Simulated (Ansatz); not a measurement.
# GaCuC4N4: the cost of one run

Method: DFT PBE, scalar-relativistic, plane waves, PAW, in Ansatz 0.2.0.

## Step 1: The system as given

It takes space group P-43m (No. 215, cubic). Conventional cell: a = 5.858 Å, b = 5.858 Å, c = 5.858 Å, α = 90.00°, β = 90.00°, γ = 90.00°. Ga (site symmetry -43m) is surrounded by 4 C at 1.90 Å. Cu (site symmetry -43m) has 4 N at 2.01 Å in its first shell of neighbours. Around C (site symmetry 3m) lie 1 N at 1.17 Å and 1 Ga at 1.90 Å. N (site symmetry 3m) is surrounded by 1 C at 1.17 Å and 1 Cu at 2.01 Å.

As a file:

```
Ga Cu C N
1.0
     5.85837    0.00000    0.00000
     0.00000    5.85837    0.00000
     0.00000    0.00000    5.85837
Ga Cu C N
1 1 4 4
Direct
  0.00000 0.00000 0.00000
  0.50000 0.50000 0.50000
  0.18685 0.18685 0.18685
  0.18685 0.81315 0.81315
  0.81315 0.18685 0.81315
  0.81315 0.81315 0.18685
  0.30216 0.30216 0.30216
  0.30216 0.69784 0.69784
  0.69784 0.30216 0.69784
  0.69784 0.69784 0.30216
```

Recipe of the guess: two interpenetrating cyanide-bridged diamond nets (P-43m, No. 215). Lengths come from tabulated atomic sizes and are only a guess.

## Step 2: A first look at the guess

File input.yaml:

```yaml
crystal:
  lattice:
    - [5.85837318, 0.0, 0.0]
    - [0.0, 5.85837318, 0.0]
    - [0.0, 0.0, 5.85837318]
  atoms:
    - { symbol: Ga, position: [0.0, 0.0, 0.0] }
    - { symbol: Cu, position: [0.5, 0.5, 0.5], spin: 1.0 }
    - { symbol: C, position: [0.18685326, 0.18685326, 0.18685326] }
    - { symbol: C, position: [0.18685326, 0.81314674, 0.81314674] }
    - { symbol: C, position: [0.81314674, 0.18685326, 0.81314674] }
    - { symbol: C, position: [0.81314674, 0.81314674, 0.18685326] }
    - { symbol: "N", position: [0.30215827, 0.30215827, 0.30215827] }
    - { symbol: "N", position: [0.30215827, 0.69784173, 0.69784173] }
    - { symbol: "N", position: [0.69784173, 0.30215827, 0.69784173] }
    - { symbol: "N", position: [0.69784173, 0.69784173, 0.30215827] }
basis:
  ecutwfc: 420
kpoints:
  mp_grid: { grid: [4, 4, 4] }
hamiltonian:
  xc: pbe
scf:
  occupations: { method: gaussian, width: 0.1 }
  lower_state_search: "off"
output:
  forces: true
  stress: true
  eigenvalues: true
  populations: true
magnetization:
  spin_polarized: true
```

Command:

```bash
> ansatz run input.yaml --threads 1 --pin off --max-ram 2560MiB --backend cpu --events-out ev --progress --plain --runs-dir out
```

**Question.** How long does this run take on 1 thread of AMD EPYC 9R45 (Zen 5), shared host, and how much memory does it need?

About 9.8 s, with a peak of 0.52 GiB.
